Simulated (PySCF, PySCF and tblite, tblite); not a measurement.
# C₄H₃F₃O: telling isomers apart by computed NMR, part 3 of 3

PySCF and tblite. Atoms count from 0.

## 11. Single-point energy, isomer A, conformer 1: r2SCAN/pcseg-1 in dichloromethane

Job settings and geometry (Å):

```
{"job": {"xc": "r2SCAN", "basis": "pcseg-1", "solvent": "dichloromethane", "kind": "sp"}, "charge": 0, "multiplicity": 1}
O     -2.734724    -0.836136    -0.042631
C     -1.555571    -0.690986     0.120022
C     -0.929739     0.656463     0.158046
C      0.369465     0.889041     0.334065
C      1.392292    -0.196503     0.520826
F      2.612001     0.314953     0.674739
F      1.125821    -0.944780     1.600128
F      1.428811    -1.026022    -0.531018
H     -0.859257    -1.540031     0.251577
H     -1.621370     1.483276     0.028274
H      0.777694     1.893396     0.354011
```

What it wrote:

```text
coarse grid: 49216 points
cycle   1  E = -528.4103846159  dE =  1.254e+00  |g| = 1.009e+00  |ddm| = 3.503e+00
cycle   2  E = -527.7358412994  dE =  6.745e-01  |g| = 2.085e+00  |ddm| = 2.909e+00
cycle   3  E = -528.5758442495  dE = -8.400e-01  |g| = 3.152e-01  |ddm| = 2.362e+00
cycle   4  E = -528.5969210588  dE = -2.108e-02  |g| = 8.321e-02  |ddm| = 3.515e-01
cycle   5  E = -528.5980938664  dE = -1.173e-03  |g| = 2.540e-02  |ddm| = 7.763e-02
cycle   6  E = -528.5982377045  dE = -1.438e-04  |g| = 4.627e-03  |ddm| = 2.649e-02
cycle   7  E = -528.5982420193  dE = -4.315e-06  |g| = 1.613e-03  |ddm| = 5.500e-03
final grid: 106968 points
cycle   8  E = -528.5991093110  dE =  7.208e-07  |g| = 3.786e-03  |ddm| = 6.891e-03
cycle   9  E = -528.5990995093  dE =  9.802e-06  |g| = 7.873e-03  |ddm| = 1.144e-02
cycle  10  E = -528.5991119613  dE = -1.245e-05  |g| = 1.275e-03  |ddm| = 8.117e-03
cycle  11  E = -528.5991123041  dE = -3.428e-07  |g| = 1.423e-04  |ddm| = 1.012e-03
cycle  12  E = -528.5991123085  dE = -4.431e-09  |g| = 4.184e-05  |ddm| = 1.504e-04
cycle  13  E = -528.5991123089  dE = -4.236e-10  |g| = 1.542e-05  |ddm| = 5.381e-05
converged SCF energy = -528.5991123089
```

Wall time 9.3 s (1 thread of Arm Neoverse V2, shared host).

Key values: HOMO -6.69 eV, LUMO -3.33 eV; dipole 3.06 D.

## 12. Shieldings, isomer A, conformer 2: LC-wPBE/pcSseg-1 in dichloromethane

Job settings and geometry (Å):

```
{"job": {"xc": "LC-wPBE", "basis": "pcSseg-1", "solvent": "dichloromethane", "kind": "nmr", "pop": false}, "charge": 0, "multiplicity": 1}
O      1.284278    -0.390843    -1.605639
C      1.641531     0.130487    -0.590344
C      0.905187     0.063943     0.701497
C     -0.415184    -0.046894     0.830131
C     -1.406742    -0.086381    -0.304758
F     -2.643376     0.086768     0.185140
F     -1.197098     0.883316    -1.195416
F     -1.396549    -1.254517    -0.944793
H      2.587355     0.706435    -0.515199
H      1.522232     0.134285     1.591977
H     -0.883258    -0.080932     1.808473
```

What it wrote:

```text
coarse grid: 10552 points
cycle   1  E = -528.2084085433  dE =  1.666e+00  |g| = 1.252e+00  |ddm| = 2.956e+00
cycle   2  E = -528.1423598433  dE =  6.605e-02  |g| = 1.522e+00  |ddm| = 1.459e+00
cycle   3  E = -528.5013423373  dE = -3.590e-01  |g| = 1.027e-01  |ddm| = 8.325e-01
cycle   4  E = -528.5030266614  dE = -1.684e-03  |g| = 6.388e-02  |ddm| = 8.786e-02
cycle   5  E = -528.5037683079  dE = -7.416e-04  |g| = 1.455e-02  |ddm| = 5.073e-02
cycle   6  E = -528.5038314313  dE = -6.312e-05  |g| = 4.433e-03  |ddm| = 1.786e-02
cycle   7  E = -528.5038425221  dE = -1.109e-05  |g| = 1.475e-03  |ddm| = 8.802e-03
cycle   8  E = -528.5038440691  dE = -1.547e-06  |g| = 4.492e-04  |ddm| = 3.801e-03
final grid: 106968 points
cycle   9  E = -528.6043855790  dE = -6.156e-05  |g| = 1.371e-02  |ddm| = 3.112e-02
cycle  10  E = -528.6043818699  dE =  3.709e-06  |g| = 1.443e-02  |ddm| = 1.346e-02
cycle  11  E = -528.6044103708  dE = -2.850e-05  |g| = 6.824e-04  |ddm| = 6.067e-03
cycle  12  E = -528.6044101699  dE =  2.008e-07  |g| = 4.791e-04  |ddm| = 6.367e-04
cycle  13  E = -528.6044102091  dE = -3.917e-08  |g| = 1.035e-04  |ddm| = 3.949e-04
cycle  14  E = -528.6044102120  dE = -2.858e-09  |g| = 3.104e-05  |ddm| = 9.421e-05
cycle  15  E = -528.6044102125  dE = -5.109e-10  |g| = 1.459e-05  |ddm| = 6.518e-05
converged SCF energy = -528.6044102125

GIAO shielding tensors (ppm)
atom      isotropic    diamagn.    paramagn.     s11        s22        s33       span
  0 O     -352.021     403.776    -755.797  -1035.262   -415.425    394.623   1429.885
  1 C      -14.314     245.613    -259.927   -100.980    -47.050    105.087    206.067
  2 C       41.250     259.203    -217.953    -74.410     51.423    146.736    221.146
  3 C       44.895     256.481    -211.586    -61.077     53.340    142.422    203.498
  4 C       59.529     241.353    -181.823     50.058     58.832     69.698     19.640
  5 F      258.687     472.018    -213.331    189.763    234.819    351.480    161.717
  6 F      263.686     476.011    -212.326    194.246    253.705    343.105    148.859
  7 F      249.673     474.559    -224.886    168.875    250.334    329.810    160.935
  8 H       21.721      26.545      -4.824     19.569     21.707     23.887      4.318
  9 H       24.420      30.531      -6.111     21.060     24.287     27.913      6.853
 10 H       25.083      30.118      -5.035     22.783     24.308     28.159      5.376
```

Run time: 16 s. Hardware: 1 thread of Arm Neoverse V2, shared host.

This run: HOMO -10.71 eV, LUMO 0.04 eV; dipole 5.17 D.

## 13. Single-point energy, isomer A, conformer 2: r2SCAN/pcseg-1 in dichloromethane

The job, as its differences from that of step 12:

```diff
@@ -1,2 +1,2 @@
-{"job": {"xc": "LC-wPBE", "basis": "pcSseg-1", "solvent": "dichloromethane", "kind": "nmr", "pop": false}, "charge": 0, "multiplicity": 1}
+{"job": {"xc": "r2SCAN", "basis": "pcseg-1", "solvent": "dichloromethane", "kind": "sp"}, "charge": 0, "multiplicity": 1}
 O      1.284278    -0.390843    -1.605639
```

What it wrote:

```text
coarse grid: 49216 points
cycle   1  E = -528.4101442158  dE =  1.256e+00  |g| = 1.001e+00  |ddm| = 3.500e+00
cycle   2  E = -527.7771562921  dE =  6.330e-01  |g| = 2.036e+00  |ddm| = 2.418e+00
cycle   3  E = -528.5728310613  dE = -7.957e-01  |g| = 3.144e-01  |ddm| = 1.927e+00
cycle   4  E = -528.5932249634  dE = -2.039e-02  |g| = 7.752e-02  |ddm| = 3.096e-01
cycle   5  E = -528.5941198789  dE = -8.949e-04  |g| = 2.792e-02  |ddm| = 6.492e-02
cycle   6  E = -528.5942814512  dE = -1.616e-04  |g| = 8.736e-03  |ddm| = 2.962e-02
cycle   7  E = -528.5942975035  dE = -1.605e-05  |g| = 3.882e-03  |ddm| = 1.063e-02
cycle   8  E = -528.5943016016  dE = -4.098e-06  |g| = 6.058e-04  |ddm| = 4.028e-03
final grid: 106968 points
cycle   9  E = -528.5952492247  dE = -4.023e-07  |g| = 2.447e-03  |ddm| = 4.675e-03
cycle  10  E = -528.5952446775  dE =  4.547e-06  |g| = 5.324e-03  |ddm| = 6.598e-03
cycle  11  E = -528.5952503326  dE = -5.655e-06  |g| = 6.571e-04  |ddm| = 4.709e-03
cycle  12  E = -528.5952504215  dE = -8.893e-08  |g| = 7.523e-05  |ddm| = 5.295e-04
cycle  13  E = -528.5952504228  dE = -1.269e-09  |g| = 2.920e-05  |ddm| = 9.262e-05
cycle  14  E = -528.5952504229  dE = -1.812e-10  |g| = 1.187e-05  |ddm| = 3.468e-05
converged SCF energy = -528.5952504229
```

Run time: 10 s. Hardware: 1 thread of Arm Neoverse V2, shared host.

This run: HOMO -6.64 eV, LUMO -3.24 eV; dipole 5.03 D.

## 14. Averages, isomer A: properties at LC-wPBE/pcSseg-1 in dichloromethane

Job settings and geometry (Å):

```
{"job": {"study": "conf", "smiles": "O=C/C=C\\C(F)(F)F", "search": {"seed": 7861, "n_embed": 60, "ff_keep": 14, "window": 2.5, "nmax": 6, "temps": [250, 298.15, 350], "t_ref": 298.15, "order": 0.002}, "level": {"nmr": {"xc": "LC-wPBE", "basis": "pcSseg-1", "solvent": "dichloromethane"}, "sp": {"xc": "r2SCAN", "basis": "pcseg-1", "solvent": "dichloromethane"}, "alter": {"geometry": "GFN1-xTB"}, "change": "LC-wPBE/pcSseg-1; solvent dichloromethane; energies r2SCAN/pcseg-1; GFN1-xTB geometries"}, "kind": "conf"}, "charge": 0, "multiplicity": 1}
O     -2.734724    -0.836136    -0.042631
C     -1.555571    -0.690986     0.120022
C     -0.929739     0.656463     0.158046
C      0.369465     0.889041     0.334065
C      1.392292    -0.196503     0.520826
F      2.612001     0.314953     0.674739
F      1.125821    -0.944780     1.600128
F      1.428811    -1.026022    -0.531018
H     -0.859257    -1.540031     0.251577
H     -1.621370     1.483276     0.028274
H      0.777694     1.893396     0.354011
```

What it wrote:

```text
conformer  sym    E(xTB)   E(DFT)   G(298.15 K)  weight  dipole/D
    1     Cs      0.000    0.000    0.000   0.9510    3.056
    2     C1      1.971    2.407    1.757   0.0490    5.034

mean shielding (ppm) by class
class atoms           250 K   298.15 K      350 K
  0 O  0           -349.305   -349.371   -349.458
  1 C  1            -13.942    -13.951    -13.963
  2 C  2             39.012     39.067     39.138
  3 C  3             38.293     38.454     38.665
  4 C  4             58.576       58.6      58.63
  5 F  5,6,7        250.676    250.838    251.052
  6 H  8             21.382      21.39     21.401
  7 H  9             24.941     24.928     24.911
  8 H  10            24.212     24.233     24.261
```

Wall time 52 s (1 thread of Arm Neoverse V2, shared host). This counts the runs that the step sums up.

Against the first level, at 298 K (shieldings, ppm; largest changes first):

```tsv
atoms	B3LYP/pcSseg-1 in chloroform	LC-wPBE/pcSseg-1 in dichloromethane	change
O0	-372.5	-349.4	+23.1
F5, F6, F7	235.0	250.8	+15.9
C4	47.8	58.6	+10.8
C3	33.7	38.5	+4.7
C2	34.4	39.1	+4.6
C1	-15.8	-14.0	+1.8
H9	25.35	24.93	-0.42
H10	24.56	24.23	-0.33
H8	21.43	21.39	-0.04
```

Weights: from B3LYP/pcSseg-1 in chloroform energies 1: 99 %, 2: 1 %; from r2SCAN/pcseg-1 in dichloromethane energies 1: 95 %, 2: 5 % (with a dispersion term where the level has one and the same thermal terms, so they don't follow from the SCF energies alone). Times: 34 s and 52 s.

## 15. Assigning the signals

Job settings and geometry (Å):

```
{"job": {"study": "set", "relation": "E/Z isomers", "members": [{"smiles": "[O:1]=[CH:2]/[CH:3]=[CH:4]\\[C:5]([F:6])([F:7])[F:8]"}, {"smiles": "[O:1]=[CH:2]/[CH:3]=[CH:4]/[C:5]([F:6])([F:7])[F:8]"}], "charge": 0, "search": {"seed": 7861, "n_embed": 60, "ff_keep": 14, "window": 2.5, "nmax": 6, "temps": [250, 298.15, 350], "t_ref": 298.15, "order": 0.002}, "level": {"nmr": {"xc": "B3LYP", "basis": "pcSseg-1", "solvent": "chloroform"}}, "dp4": {"C": [2.0, 10], "H": [0.2, 10]}, "second_levels": [{"nmr": {"xc": "LC-wPBE", "basis": "pcSseg-1", "solvent": "dichloromethane"}, "wide": true, "sp": {"xc": "r2SCAN", "basis": "pcseg-1", "solvent": "dichloromethane"}, "alter": {"geometry": "GFN1-xTB"}, "change": "LC-wPBE/pcSseg-1; solvent dichloromethane; energies r2SCAN/pcseg-1; GFN1-xTB geometries"}], "kind": "set"}, "charge": 0, "multiplicity": 1}
O     -2.752824    -0.831562    -0.045224
C     -1.573298    -0.681158     0.117197
C     -0.935747     0.652366     0.157160
C      0.361898     0.883490     0.333597
C      1.395797    -0.192326     0.521282
F      2.617527     0.330083     0.674809
F      1.164918    -0.953264     1.604616
F      1.466814    -1.033847    -0.524153
H     -0.893635    -1.538976     0.246895
H     -1.615813     1.484054     0.028163
H      0.769788     1.883809     0.353695
```

What it wrote:

```text
isomer  G rel   conformers  SMILES
A     4.076      2   O=C/C=C\C(F)(F)F
B     0.000      2   O=C/C=C/C(F)(F)F

signals of isomer A at the second level: probabilities [0.99881, 0.00119]
```

Wall time 1.9 min (1 thread of Arm Neoverse V2, shared host). This counts the whole study up to here.

The 2 candidates (E/Z isomers), with energies and dipoles from their ensembles above, at 298 K; shieldings at B3LYP/pcSseg-1 in chloroform:

```tsv
isomer	SMILES	conformers	ΔE	ΔG	μ rms (D)
A	O=C/C=C\C(F)(F)F	2	3.51	4.08	2.94
B	O=C/C=C/C(F)(F)F	2	0.00	0.00	2.17
```

Energies in kcal/mol.

The signals of isomer A, computed at a second level (LC-wPBE/pcSseg-1 in dichloromethane on GFN1-xTB geometries), stand in for a spectrum. The test takes 4 C values, 3 H values (hydrogens on carbon alone). Each candidate's shieldings are matched to them by assigned atoms (like hydrogens of one group may swap) by a straight-line fit, or by a shift alone where signals are few or close (slope 1; a small slope inflates the errors), and the errors are weighed by Student-t tails (C: width 2.0 ppm, H: width 0.2 ppm).

```tsv
candidate	C slope	C mean error	C largest	H slope	H mean error	H largest	P(C)	P(H)	P(all)
A	0.90	1.9	2.7	1.00	0.15	0.22	98.5	92.9	99.9
B	0.93	3.2	4.9	1.00	0.26	0.38	1.5	7.1	0.1
```

Errors in ppm, probabilities in per cent.

## 16. Results

What follows sums up all 3 parts.

| quantity | value |
| --- | --- |
| conformers, isomer A | 2; the first in weight is no. 1 (Cs), 99 % at 298 K |
| root-mean-square dipole, isomer A | 2.94 D |
| averaged 13C shifts, isomer A (B3LYP/pcSseg-1 in chloroform) | 198.3, 148.8, 148.1, 134.8 ppm |
| averaged 1H shifts, isomer A (B3LYP/pcSseg-1 in chloroform) | 10.38, 7.25, 6.46 ppm |
| conformers, isomer B | 2; the first in weight is no. 2 (Cs), 88 % at 298 K |
| root-mean-square dipole, isomer B | 2.17 D |
| averaged 13C shifts, isomer B (B3LYP/pcSseg-1 in chloroform) | 200.1, 148.6, 144.8, 135.6 ppm |
| averaged 1H shifts, isomer B (B3LYP/pcSseg-1 in chloroform) | 9.92, 6.78, 6.73 ppm |
| lowest in free energy | isomer B |
| signals of A (LC-wPBE/pcSseg-1 in dichloromethane on GFN1-xTB geometries) | best fit A, 100 % |

What this shows: At 298 K conformer 1 holds 99 % of the ensemble for isomer A (100 % at 250 K, 99 % at 350 K). At 298 K conformer 2 holds 88 % of the ensemble for isomer B (92 % at 250 K, 84 % at 350 K). Among conformers of isomer B over 5 %, C3 differs by 9.0 ppm, while the average moves by 0.6 ppm from 250 to 350 K. Between B3LYP/pcSseg-1 in chloroform and LC-wPBE/pcSseg-1 in dichloromethane, O0 of isomer A changes most, by 23.1 ppm of raw shielding (the geometries differ too); the energies behind both averages, dispersion terms included where typed, rank the same conformer first. The test names the right isomer, A, with 100 %. The stand-in spectrum is computed, so it shares conformers and some errors with the candidates; a measured one would test harder.
